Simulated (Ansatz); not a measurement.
# BeCr2: the cost of one run

Program: Ansatz 0.2.0. Level of theory: DFT r2SCAN, scalar-relativistic, plane waves, PAW. These are calculated values, not measurements.

The COD entry's cell or inner coordinates are ideal or old and differ from later refinements, so a difference from it is no clean test against experiment.

1 further run of the same task is left out (for a known fault of the program).

### 1 The structure to begin with

Symmetry: Pn-3m, No. 224, cubic system. The conventional cell has a = 4.123 Å, b = 4.123 Å, c = 4.123 Å, α = 90.00°, β = 90.00°, γ = 90.00°. Be (site symmetry -43m) has 4 Cr at 1.79 Å as nearest neighbours. Cr (site symmetry -3m) has 2 Be at 1.79 Å as nearest neighbours.

Coordinates:

```
CELL_PARAMETERS angstrom
4.12332 0.00000 0.00000
0.00000 4.12332 0.00000
0.00000 0.00000 4.12332
ATOMIC_POSITIONS crystal
Be 0.00000 0.00000 0.00000
Be 0.50000 0.50000 0.50000
Cr 0.25000 0.25000 0.25000
Cr 0.25000 0.75000 0.75000
Cr 0.75000 0.75000 0.25000
Cr 0.75000 0.25000 0.75000
```

(A quick probe on a coarse mesh, which set the mesh and smearing, is not shown.)

### 3 The relaxation

Input file input.yaml:

```yaml
crystal:
  lattice:
    - [4.9543480621, 0.0, 0.0]
    - [0.0, 4.9543480621, 0.0]
    - [0.0, 0.0, 4.9543480621]
  atoms:
    - { symbol: Be, position: [0.0, 0.0, 0.0] }
    - { symbol: Be, position: [0.5, 0.5, 0.5] }
    - { symbol: Cr, position: [0.25, 0.25, 0.25], spin: 3.61 }
    - { symbol: Cr, position: [0.25, 0.75, 0.75], spin: 3.61 }
    - { symbol: Cr, position: [0.75, 0.75, 0.25], spin: 3.61 }
    - { symbol: Cr, position: [0.75, 0.25, 0.75], spin: 3.61 }
basis:
  ecutwfc: 500
kpoints:
  mp_grid: { grid: [8, 8, 8] }
hamiltonian:
  xc: r2scan
scf:
  occupations: { method: gaussian, width: 0.1 }
output:
  forces: true
  stress: true
  eigenvalues: true
  populations: true
magnetization:
  spin_polarized: true
relax:
  adjacent_minimum: "off"
  f_tol: 0.01
  max_steps: 80
  cell: { stress_tol: 0.05 }
```

Started as:

```sh
$ ansatz run input.yaml --threads 1 --pin off --max-ram 2560MiB --backend cpu --events-out ev --progress --plain --runs-dir out
```

**Question.** How long does this run take on 1 thread of Arm Neoverse N1, shared host, and how much memory does it need?

About 9.7 min, with a peak of 0.89 GiB.
